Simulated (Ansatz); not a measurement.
# Mg: the cost of one run

All numbers below are computed with Ansatz 0.2.0 (DFT PBE, plane waves, PAW, scalar-relativistic, no spin polarisation).

## 1. The starting structure

The cell holds 36 atoms (Mg36): a = 10.089 Å, b = 10.089 Å, c = 10.923 Å, α = 90.00°, β = 90.00°, γ = 120.00°.

Its coordinates follow in the input file.

## 2. Run 1

250 steps of 2 fs under a Langevin thermostat at 1800 K.

input.yaml

```yaml
crystal:
  lattice:
    - [10.08925, 0.0, 0.0]
    - [-5.044625, 8.737547, 0.0]
    - [0.0, 0.0, 10.923295]
  atoms:
    - { symbol: Mg, position: [0.0, 0.0, 0.0] }
    - { symbol: Mg, position: [0.1111111, 0.2222222, 0.25] }
    - { symbol: Mg, position: [0.0, 0.0, 0.5] }
    - { symbol: Mg, position: [0.1111111, 0.2222222, 0.75] }
    - { symbol: Mg, position: [0.0, 0.3333333, 0.0] }
    - { symbol: Mg, position: [0.1111111, 0.5555556, 0.25] }
    - { symbol: Mg, position: [0.0, 0.3333333, 0.5] }
    - { symbol: Mg, position: [0.1111111, 0.5555556, 0.75] }
    - { symbol: Mg, position: [0.0, 0.6666667, 0.0] }
    - { symbol: Mg, position: [0.1111111, 0.8888889, 0.25] }
    - { symbol: Mg, position: [0.0, 0.6666667, 0.5] }
    - { symbol: Mg, position: [0.1111111, 0.8888889, 0.75] }
    - { symbol: Mg, position: [0.3333333, 0.0, 0.0] }
    - { symbol: Mg, position: [0.4444444, 0.2222222, 0.25] }
    - { symbol: Mg, position: [0.3333333, 0.0, 0.5] }
    - { symbol: Mg, position: [0.4444444, 0.2222222, 0.75] }
    - { symbol: Mg, position: [0.3333333, 0.3333333, 0.0] }
    - { symbol: Mg, position: [0.4444444, 0.5555556, 0.25] }
    - { symbol: Mg, position: [0.3333333, 0.3333333, 0.5] }
    - { symbol: Mg, position: [0.4444444, 0.5555556, 0.75] }
    - { symbol: Mg, position: [0.3333333, 0.6666667, 0.0] }
    - { symbol: Mg, position: [0.4444444, 0.8888889, 0.25] }
    - { symbol: Mg, position: [0.3333333, 0.6666667, 0.5] }
    - { symbol: Mg, position: [0.4444444, 0.8888889, 0.75] }
    - { symbol: Mg, position: [0.6666667, 0.0, 0.0] }
    - { symbol: Mg, position: [0.7777778, 0.2222222, 0.25] }
    - { symbol: Mg, position: [0.6666667, 0.0, 0.5] }
    - { symbol: Mg, position: [0.7777778, 0.2222222, 0.75] }
    - { symbol: Mg, position: [0.6666667, 0.3333333, 0.0] }
    - { symbol: Mg, position: [0.7777778, 0.5555556, 0.25] }
    - { symbol: Mg, position: [0.6666667, 0.3333333, 0.5] }
    - { symbol: Mg, position: [0.7777778, 0.5555556, 0.75] }
    - { symbol: Mg, position: [0.6666667, 0.6666667, 0.0] }
    - { symbol: Mg, position: [0.7777778, 0.8888889, 0.25] }
    - { symbol: Mg, position: [0.6666667, 0.6666667, 0.5] }
    - { symbol: Mg, position: [0.7777778, 0.8888889, 0.75] }
basis:
  ecutwfc: 420.0
kpoints:
  mp_grid: { grid: [1, 1, 1] }
hamiltonian:
  xc: pbe
scf:
  occupations: { method: fermi_dirac, width: 0.16 }
  lower_state_search: "off"
md:
  timestep: 2
  n_steps: 250
  ensemble: nvt_langevin
  temperature: 1800.0
  initial_velocities: maxwell_boltzmann
  seed: 774713
  friction: 0.02
```

On the command line:

```sh
$ ansatz run input.yaml --threads 4 --pin off --max-ram 10240MiB --backend cpu --events-out ev --progress --plain --runs-dir out
```

**Question.** How long does this run take on 4 threads of Intel Xeon 6975P-C (Granite Rapids), shared host, and how much memory does it need?

About 6.4 min, with a peak of 1 GiB.
